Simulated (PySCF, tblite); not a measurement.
# C₅H₆AlBrO: geometry, infrared bands and NMR shifts

What infrared bands and NMR shifts should C₅H₆AlBrO (`[CH3][Al]([Br])[c]1ccco1`) show?

The runs use tblite 0.8.0 and PySCF 2.14.0, with density-fitted response routines of our own; the level of theory stands in each step. All values are computed, except where a source is named. Atoms count from 0, in the outputs and in this text.

## 1. The molecule as given

14 atoms, charge 0, multiplicity 1; geometry from: force field or distance geometry start.

Bonds of the start (Å): C0–Al1 2.01, Al1–Br2 2.41, Al1–C3 1.96, C3–C4 1.39, C4–C5 1.40, C5–C6 1.39, C6–O7 1.32, O7–C3 1.29, C0–H8 1.11, C0–H9 1.09, C0–H10 1.12, C4–H11 1.09, C5–H12 1.08, C6–H13 1.10.

## 2. Optimising the geometry with GFN2-xTB

Job settings and geometry (Å):

```
{"job": {"kind": "relax", "xc": "GFN2-xTB", "basis": "xTB"}, "charge": 0, "multiplicity": 1}
C      2.836400     0.294100    -0.642800
Al     1.459600    -0.511500     0.572200
Br     2.138700    -0.856100     2.854200
C     -0.424300    -0.214600     0.116200
C     -1.515400    -0.313700     0.972200
C     -2.654900    -0.025100     0.215900
C     -2.169000     0.230100    -1.055900
O     -0.851000     0.105000    -1.060300
H      3.138500    -0.449800    -1.404500
H      3.665900     0.736200    -0.090600
H      2.296300     1.093600    -1.204700
H     -1.485600    -0.569800     2.035800
H     -3.664600    -0.011800     0.604500
H     -2.771400     0.492900    -1.934700
```

Run with:

```bash
> OMP_NUM_THREADS=1 python probes_run.py task.json out
```

One launch serves the whole session: the jobs run in the order shown.

**Question.** This job is followed by: GFN2-xTB harmonic vibrations, gas phase; GIAO PBE0/pcSseg-1 NMR shielding, non-relativistic, gas phase. Predict these results of the whole session: strongest single infrared mode (GFN2-xTB); zero-point energy (GFN2-xTB); 13C shifts against TMS (PBE0/pcSseg-1); 1H shifts against TMS (PBE0/pcSseg-1, means over atoms taken as alike); 27Al shifts against AlH4- (PBE0/pcSseg-1); 79Br shifts against HBr (PBE0/pcSseg-1); 17O shifts against H2O (PBE0/pcSseg-1).

The runs gave:

| quantity | value |
| --- | --- |
| strongest single infrared mode (GFN2-xTB) | 633 cm⁻¹, 232 km/mol |
| zero-point energy (GFN2-xTB) | 58.5 kcal/mol |
| 13C shifts against TMS (PBE0/pcSseg-1) | 171.2, 155.1, 128.7, 118.7, -2.0 ppm |
| 1H shifts against TMS (PBE0/pcSseg-1, means over atoms taken as alike) | 7.99, 7.44, 7.00, 0.60 ppm |
| 27Al shifts against AlH4- (PBE0/pcSseg-1) | 126.8 ppm |
| 79Br shifts against HBr (PBE0/pcSseg-1) | 105 ppm |
| 17O shifts against H2O (PBE0/pcSseg-1) | 339.0 ppm |

**Reading.** Over 97 steps the energy fell by 0.584 eV; of the close pairs, Al1–Br2 changed most, 2.406 to 2.272 Å. The lowest mode is imaginary (64i cm⁻¹), so the xTB geometry is not a minimum. The strongest single mode, at 633 cm⁻¹, is carried by H9, H10, C0, Al1. GFN2-xTB is a fitted tight-binding method: band positions and strengths are rough. Its intensities can rank the bands wrongly. At PBE0/pcSseg-1: Shielding is most anisotropic at Br2 (span 593 ppm, paramagnetic term -608 ppm). NICS(1)zz of -29 ppm above the planar ring from C3 marks a diatropic (aromatic) ring current. Spin-orbit coupling is left out, which matters for shieldings and couplings at and beside the heavy atoms.
